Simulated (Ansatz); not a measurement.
Turn this script for the Ansatz DFT code, driven from Python into the input file that the command-line program reads.

The script, `yscb2o6.py`:
```python
'''Band structure of YScB2O6.'''

import json
import warnings

import ansatz
import numpy as np


def main() -> None:
    warnings.simplefilter('ignore', ansatz.DeckWarning)

    xtal = (
        ansatz.Lattice.of((2.455259, 1.417545, 5.373025), (-2.455259, 1.417545, 5.373025), (0.0, -2.835089, 5.373025))
        .atom('Y', (0.5, 0.5, 0.5))
        .atom('Sc', (0.0, 0.0, 0.0))
        .atom('B', (0.255007, 0.255007, 0.255007))
        .atom('B', (0.744993, 0.744993, 0.744993))
        .atom('O', (0.233543, 0.54588, 0.981547))
        .atom('O', (0.981547, 0.233543, 0.54588))
        .atom('O', (0.54588, 0.981547, 0.233543))
        .atom('O', (0.018453, 0.766457, 0.45412))
        .atom('O', (0.45412, 0.018453, 0.766457))
        .atom('O', (0.766457, 0.45412, 0.018453))
    )

    # vertices of the path, as fractions of the reciprocal vectors
    path = [
        ('H_0', (0.5, -0.21307, 0.21307)),
        ('L', (0.5, 0.0, 0.0)),
        ('G', (0.0, 0.0, 0.0)),
        ('S_0', (0.35653, -0.35653, 0.0)),
    ]
    calc = xtal.calculation()
    calc = calc.functional('r2scan', dispersion='d3bjatm')
    calc = calc.basis(34 * ansatz.Ry)
    calc = calc.accuracy('low')
    calc = calc.kpoints(3, center='gamma').occupations('Fermi-Dirac', width=0.3)
    calc = calc.scf(tolerance=1e-05, extra_bands=2, algorithm='direct_min')
    calc = calc.band_structure([point for _, point in path], intervals=4)
    calc = calc.scf(extra_bands=10)
    with warnings.catch_warnings(record=True) as caught:
        warnings.simplefilter('always')
        out = calc.run(threads=1)
    print('warnings raised:', sorted(w.category.__name__ for w in caught) or 'none')
    r = out.report

    print('%-22s %14.5f eV' % ('F = E - TS', r['free_energy_ev']))
    print('%-22s %14.5f eV' % ('E', r['internal_energy_ev']))
    print('%-22s %14.5f eV' % ('Harris-Foulkes', r['harris_foulkes_ev']))
    print('%-22s %14.5f eV' % ('Fermi level', r['fermi_energy_ev']))

    keep = ['free_energy_ev', 'energy_sigma0_ev', 'fermi_energy_ev', 'n_iterations', 'converged', 'magnetization_mub', 'n_kpoints']
    with open('yscb2o6.json', 'w') as handle:
        json.dump({key: r[key] for key in keep}, handle, indent=1)

    bands = out.band_structure()
    fermi = bands.fermi_energy_ev
    print(f'zero of the bands: {fermi:.3f} eV, the Fermi level found on the SCF mesh')
    for spin, channel in enumerate(bands.channels):
        levels = channel.eigenvalues_ev - fermi
        crossing = [b for b in range(levels.shape[1]) if levels[:, b].min() < 0 < levels[:, b].max()]
        print(f'channel {spin}: bands that cross the Fermi level on this path:', [b + 1 for b in crossing] or 'none')
        shown = crossing or sorted(np.argsort(np.abs(levels).min(axis=0))[:2])
        for k, row in zip(bands.kpoints_frac, levels[:, shown]):
            print(f'{k[0]:7.3f} {k[1]:7.3f} {k[2]:7.3f}  ', ' '.join(f'{e:8.3f}' for e in row))


if __name__ == '__main__':
    main()
```

```console
$ python yscb2o6.py
warnings raised: ['DeckWarning', 'PlacementWarning']
F = E - TS                -9743.13592 eV
E                         -9743.13337 eV
Harris-Foulkes            -9743.13592 eV
Fermi level                   8.60973 eV
zero of the bands: 8.610 eV, the Fermi level found on the SCF mesh
channel 0: bands that cross the Fermi level on this path: none
  0.500  -0.213   0.213     -2.702    2.725
  0.500  -0.160   0.160     -2.698    2.782
  0.500  -0.107   0.107     -2.720    2.807
  0.500  -0.053   0.053     -2.745    2.790
  0.500   0.000  -0.000     -2.761    2.785
  0.375   0.000  -0.000     -2.746    2.804
  0.250   0.000  -0.000     -2.806    2.844
  0.125  -0.000  -0.000     -2.823    2.899
  0.000   0.000   0.000     -2.801    2.928
  0.089  -0.089   0.000     -2.836    2.872
  0.178  -0.178   0.000     -2.759    2.776
  0.267  -0.267   0.000     -2.644    2.770
  0.357  -0.357   0.000     -2.653    2.719
```

`input.yaml`:
```yaml
crystal:
  lattice:
    - [2.455259, 1.417545, 5.373025]
    - [-2.455259, 1.417545, 5.373025]
    - [0.0, -2.835089, 5.373025]
  atoms:
    - { symbol: "Y", position: [0.5, 0.5, 0.5] }
    - { symbol: Sc, position: [0.0, 0.0, 0.0] }
    - { symbol: B, position: [0.255007, 0.255007, 0.255007] }
    - { symbol: B, position: [0.744993, 0.744993, 0.744993] }
    - { symbol: O, position: [0.233543, 0.54588, 0.981547] }
    - { symbol: O, position: [0.981547, 0.233543, 0.54588] }
    - { symbol: O, position: [0.54588, 0.981547, 0.233543] }
    - { symbol: O, position: [0.018453, 0.766457, 0.45412] }
    - { symbol: O, position: [0.45412, 0.018453, 0.766457] }
    - { symbol: O, position: [0.766457, 0.45412, 0.018453] }
accuracy: low
basis:
  ecutwfc: 462.5935661818
kpoints:
  mp_grid: { grid: [3, 3, 3], shift: [0.0, 0.0, 0.0] }
  band_path:
    path:
      - [0.5, -0.21307, 0.21307]
      - [0.5, 0.0, 0.0]
      - [0.0, 0.0, 0.0]
      - [0.35653, -0.35653, 0.0]
    npoints: 4
hamiltonian:
  xc: r2scan
  dispersion: d3bjatm
scf:
  algorithm: direct_min
  n_extra_bands: 10
  convergence: { dr2_threshold: 1.0e-05 }
  occupations: { method: fermi_dirac, width: 0.3 }
```

Launched from the shell:
```console
$ ansatz run input.yaml --threads 1 --pin off --max-ram 3072MiB --backend cpu --events-out ev --progress --plain --runs-dir out
Warning: basis.ecutwfc = 462.5935661818 eV is below the records' recommended 500 eV, and the density's cutoff is lower with it unless basis.ecutrho_ratio is high enough to keep the records' density cutoff: compare with a run at a higher cutoff
settings of this run that can trade accuracy for cost: accuracy: low. Do not mix this run's numbers with those of runs without the same settings; the input reference describes each key
scf.n_extra_bands = 10 over 32 filled bands (N_el = 64.0): the run solves 42 bands
Engine: ansatz 0.2.0, aarch64-unknown-linux-gnu
Pseudopotentials: kind: paw
Pseudopotential: Y, paw, valence charge 11, recommended cutoff 500 eV (meta_gga), Y.paw.azcp
Pseudopotential: Sc, paw, valence charge 11, recommended cutoff 500 eV (meta_gga), Sc.paw.azcp
Pseudopotential: B, paw, valence charge 3, recommended cutoff 500 eV (meta_gga), B.paw.azcp
Pseudopotential: O, paw, valence charge 6, recommended cutoff 500 eV (meta_gga), O.paw.azcp
Functional definition: r2SCAN
  parameter k0 = 0.174
  parameter k1 = 0.065
  parameter a1 = 4.9479
  exchange = r2scan_x(k0 = k0, k1 = k1, a1 = a1)
  correlation = r2scan_c
Crystal: 10 atoms, lattice volume = 112.203 Å³
Basis set: ecut = 462.5935661818 eV, 2533 PW (Γ), exchange–correlation on 135×135×135 points (27 copies of the dense FFT grid, shifted against one another)
Bands: 42, of which v1, the nominal top of the filled ones, is band 32 counted from 1 (31 counted from 0)
Symmetry: 6 space group operations
Space group: R-3 (ITA 148), of the structure as read, at distance tolerance 4.8e-5 Å
k-points: 6 of 27
Non-local potential: Y, projectors of the file, l = 0: 3, l = 1: 2, l = 2: 2, l = 3: 1
Non-local potential: Sc, projectors of the file, l = 0: 3, l = 1: 2, l = 2: 3, l = 3: 1
Non-local potential: B, projectors of the file, l = 0: 2, l = 1: 2, l = 2: 1
Non-local potential: O, projectors of the file, l = 0: 2, l = 1: 2, l = 2: 1
PAW form: soft (Blöchl's): semilocal exchange-correlation on the pseudo side does not see the compensation charge
PAW frozen core: Y, regenerated for the run's functional (the file was generated under x = pbe(κ = 0.804, μ = 0.2195149727645171), c = pbe(β = 0.06672455060314922))
PAW frozen core: Sc, regenerated for the run's functional (the file was generated under x = pbe(κ = 0.804, μ = 0.2195149727645171), c = pbe(β = 0.06672455060314922))
PAW frozen core: B, regenerated for the run's functional (the file was generated under x = pbe(κ = 0.804, μ = 0.2195149727645171), c = pbe(β = 0.06672455060314922))
PAW frozen core: O, regenerated for the run's functional (the file was generated under x = pbe(κ = 0.804, μ = 0.2195149727645171), c = pbe(β = 0.06672455060314922))
PAW one-centre angular grid: Y, 590 points (default); XC on 160 Gauss nodes
PAW one-centre angular grid: Sc, 590 points (default); XC on 160 Gauss nodes
PAW one-centre angular grid: B, 302 points (default); XC on 160 Gauss nodes
PAW one-centre angular grid: O, 302 points (default); XC on 160 Gauss nodes
Initial density: superposition of atomic densities (neutral atoms: chi_scale 0, normalization atom), corrected by the library's trained network
Initial wavefunctions: pseudopotential atomic-orbital guess
Functional: x = r2scan, c = r2scan; τ floored in thin density (d = 2e-4 eV/Å³)
SCF iter   1: F=—  HF=-9742.901021 eV  |F-HF|=—  |Δ(HF+E_count)|=         —  Δρ=1.14e-2  dr2=1.60e-1  dr2_τ=8.66e-1  ethr=1.77e-3  ⟨swp⟩=7.0  Hψ=1103  notcnv=0
preconditioner: auto → Resta (q_TF=auto, 2.485 Å⁻¹)  ε∞=3.5  [insulator: Δε(μ)=5.718 eV  Ē_g=17.145 eV  σ=0.300 eV  W_gap=1.00  n_scr=28 (ndim 8)  ℏωp=27.2 eV  f_vac=0.005  D(μ)=0.00/eV (n_scr^D=0)  ε∞_Penn≈3.5]
SCF iter   2: F=—  HF=-9743.158463 eV  |F-HF|=—  |Δ(HF+E_count)|=   2.57e-1  Δρ=9.28e-3  dr2=7.28e-2  dr2_τ=8.62e-3  ethr=2.51e-4  ⟨swp⟩=4.2  Hψ=767  notcnv=0
iter 3 solved again at ethr=3.26e-6 eV; its pass at ethr=1.14e-4 eV (dr2=2.09e-3 eV) is discarded
SCF iter   3: F=—  HF=-9743.136673 eV  |F-HF|=—  |Δ(HF+E_count)|=   2.18e-2  Δρ=1.10e-3  dr2=2.46e-3  dr2_τ=7.83e-5  ethr=3.26e-6  ⟨swp⟩=4.3  Hψ=1012  notcnv=0
SCF iter   4: F=—  HF=-9743.135932 eV  |F-HF|=—  |Δ(HF+E_count)|=   7.41e-4  Δρ=1.43e-4  dr2=2.82e-5  dr2_τ=1.92e-6  ethr=3.26e-6  ⟨swp⟩=2.2  Hψ=453  notcnv=0
SCF iter   5: F=-9743.135921 eV  HF=-9743.135922 eV  |F-HF|=3.78e-7  |Δ(HF+E_count)|=   1.05e-5  Δρ=3.00e-5  dr2=5.21e-7  dr2_τ=8.19e-8  ethr=4.41e-8  ⟨swp⟩=3.2  Hψ=559  notcnv=0
SCF 1 converged in 5 iterations: F = -9743.135921 eV  dr2 = 5.21e-7
  greatest PAW one-centre occupation: 0.998 electrons in one spin orbital (limit 2), on the Sc atom at site 1 (counted from 0), in its partial waves of l = 0
NSCF: frozen V_eff on 13 k-points
SCF converged after 5 iterations
Stability not checked: this state was not tested for a lower state beside it, because a direct minimisation reached the state, and no test of it is asked (direct_minimisation; see scf.lower_state_search)
Free energy (F): -9743.135921 eV
Harris-Foulkes:  -9743.135922 eV  (|F-HF|=3.78e-7)
Internal energy: -9743.133374 eV  (E = F + TS)
E sigma→0 (E₀):  -9743.134648 eV
Entropy (-TS):   -0.002547 eV (-0.255 meV/atom)
Fermi energy:    8.609730 eV
--- Per-component energies (eV) ---
  E_band       = -401.170831
  E_kinetic    = 1727.298025
  E_local      = -3622.857952  (includes V_loc(G=0)·N_el)
  E_nonlocal   = 432.699175
  E_hartree    = 1239.432415
  E_xc         = -774.682587
  E_vxc        = -1086.578616  (∫ρ·V_xc dr)
  E_paw        = -4926.343397  (= ΣΔE_a)
  E_vpaw       = -398.440734  (= ΣTr[D̂ρ^β])
  E_aug_tail   = 0.010985  (compensation charges beyond the density's cutoff)
  E_vtau       = 67.794521  (kinetic-family band-sum trace: ∫τ·v_τ [+ j·A + Jᵃ·Aᵃ] dr)
  E_ewald      = -3817.375324
  E_disp       = -0.693740  (pairwise vdW)
  E_core_change = -0.620975  (= ΣΔE_core)
  E_smearing   = -0.002547  (= −TS)
  E_closure    = -0.000000  (closes the sum)
  Σ components = -9743.135921   (vs F -9743.135921, Δ=0.00e0)
--- Band table (eV; the first three rows and the last of 6) ---
  k-point 0: bands = ["-43.4070", "-35.4229", "-21.0968", "-21.0968", "-21.0497", "-15.1258", "-15.0067", "-15.0067", "-13.6019", "-12.5143", "-11.9825", "-11.9825", "-11.3406", "-11.3406", "0.3639", "0.3868", "1.0155", "1.0164", "1.0164", "1.6893", "1.6893", "3.5409", "3.5409", "3.7325", "4.8718", "4.8718", "4.8765", "5.0492", "5.0492", "5.7079", "5.8092", "5.8092", "11.5375", "11.5375", "11.6511", "12.5524", "12.6092", "12.6092", "13.4150", "13.4563", "14.0278", "14.0278"]
  k-point 1: bands = ["-43.4069", "-35.4223", "-21.1070", "-21.0990", "-21.0448", "-15.1907", "-15.0500", "-15.0425", "-13.1582", "-12.8503", "-11.8808", "-11.6927", "-11.5878", "-11.4981", "0.2667", "0.4501", "1.2109", "1.4466", "1.7093", "1.7818", "1.9271", "2.7131", "3.9194", "3.9533", "4.3382", "4.4696", "4.5748", "4.9397", "5.0754", "5.1838", "5.7122", "5.8497", "11.4258", "11.6136", "11.7354", "12.2956", "12.6959", "12.9992", "13.2964", "13.7839", "14.0694", "14.4966"]
  k-point 2: bands = ["-43.4069", "-35.4223", "-21.1074", "-21.0996", "-21.0456", "-15.1826", "-15.0452", "-15.0357", "-13.0919", "-12.9535", "-11.9141", "-11.7646", "-11.5163", "-11.4437", "0.0830", "0.6662", "1.2211", "1.5334", "1.7699", "1.8134", "1.9635", "2.5256", "3.6490", "3.8831", "4.3364", "4.5107", "4.7531", "4.8972", "5.0688", "5.3724", "5.5794", "5.8641", "11.2573", "11.5864", "11.7132", "11.9623", "12.8234", "12.9510", "13.5563", "13.8956", "14.4142", "14.6347"]
  k-point 5: bands = ["-43.4069", "-35.4223", "-21.1076", "-21.0994", "-21.0456", "-15.1747", "-15.0736", "-15.0416", "-13.1475", "-12.7851", "-11.9079", "-11.7910", "-11.5634", "-11.4701", "0.1472", "0.5356", "1.3139", "1.4614", "1.6725", "1.9370", "2.2156", "2.5070", "3.7939", "3.8875", "4.3203", "4.5076", "4.5239", "4.7980", "5.0146", "5.1716", "5.6965", "5.7590", "11.3485", "11.5915", "11.7472", "12.3169", "12.7105", "12.8604", "13.3985", "13.9480", "14.2756", "15.1822"]
settings of this run that can trade accuracy for cost: accuracy: low. Do not mix this run's numbers with those of runs without the same settings; the input reference describes each key
```

Caveats:
- The settings weren't tested for convergence.
- The cutoff lies under the one recommended for these potentials.
- No spin polarisation was allowed.
- The computed bands are complete only to about 5.4 eV above the Fermi level.
- Energy and stress may still move on a finer k-point mesh.
- The zero of the levels is a convention of the potentials, so an absolute Fermi energy is no work function.
- In a crystal with a gap the Fermi level's place inside it depends on smearing and mesh.
- The structure comes from a database of computed cells and needn't be a stable or known phase.
- Levels are Kohn-Sham eigenvalues on this mesh, without spin-orbit coupling.
- The script silences the warnings on its input, which a real study should read.
- Run time: 17 s on 1 thread of Arm Neoverse V1, on a shared host, peak memory 0.59 GiB.

(Lines on the test bed's own set-up are left out of the output.)
